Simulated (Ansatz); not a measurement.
# Fe (Fe, hcp): the cost of one run

Computed with Ansatz 0.2.0 (DFT BLYP, plane waves (420 eV) with PAW, scalar-relativistic; the PAW data stem from PBE, with regenerated cores, unless a step says otherwise).

### 1 The structure to begin with

The structure is hexagonal, space group P6_3/mmc (No. 194). The conventional cell has a = 2.554 Å, b = 2.554 Å, c = 4.170 Å, α = 90.00°, β = 90.00°, γ = 120.00°. Fe (site symmetry -6m2) has 12 Fe at 2.55 Å as nearest neighbours.

Coordinates:

```cif
data_structure
_symmetry_space_group_name_H-M 'P6_3/mmc'
_symmetry_Int_Tables_number 194
_cell_length_a 2.5538
_cell_length_b 2.5538
_cell_length_c 4.1703
_cell_angle_alpha 90.000
_cell_angle_beta 90.000
_cell_angle_gamma 120.000
_cell_volume 23.55
loop_
_atom_site_label
_atom_site_type_symbol
_atom_site_symmetry_multiplicity
_atom_site_Wyckoff_symbol
_atom_site_fract_x
_atom_site_fract_y
_atom_site_fract_z
_atom_site_occupancy
Fe1 Fe 2 c 0.33333 0.66667 0.25000 1
```

The atoms start with moments of +2.5, -2.5 μB.

### 2 Relaxation of the cell

The input, input.yaml:

```yaml
crystal:
  lattice:
    - [2.5537576109, 0.0, 0.0]
    - [-1.2768788055, 2.2116189662, 0.0]
    - [0.0, 0.0, 4.1702861787]
  atoms:
    - { symbol: Fe, position: [0.3333333333, 0.6666666667, 0.25], spin: 2.5 }
    - { symbol: Fe, position: [0.6666666667, 0.3333333333, 0.75], spin: -2.5 }
hamiltonian:
  xc: blyp
  pseudopotentials:
    kind: paw
    azcp:
      Fe: "pseudopotentials/Fe.paw.azcp"
basis:
  ecutwfc: 420
  fft_grid_basis: typed
kpoints:
  mp_grid: { grid: [14, 14, 8], shift: [0, 0, 0] }
magnetization:
  spin_polarized: true
scf:
  occupations: { method: fermi_dirac, width: 0.05 }
relax:
  max_steps: 60
  f_tol: 0.01
  cell: {}
```

What time and memory should one allow on 2 threads of Intel Xeon 6975P-C (Granite Rapids), shared host?

About 62 s, with a peak of 0.47 GiB.
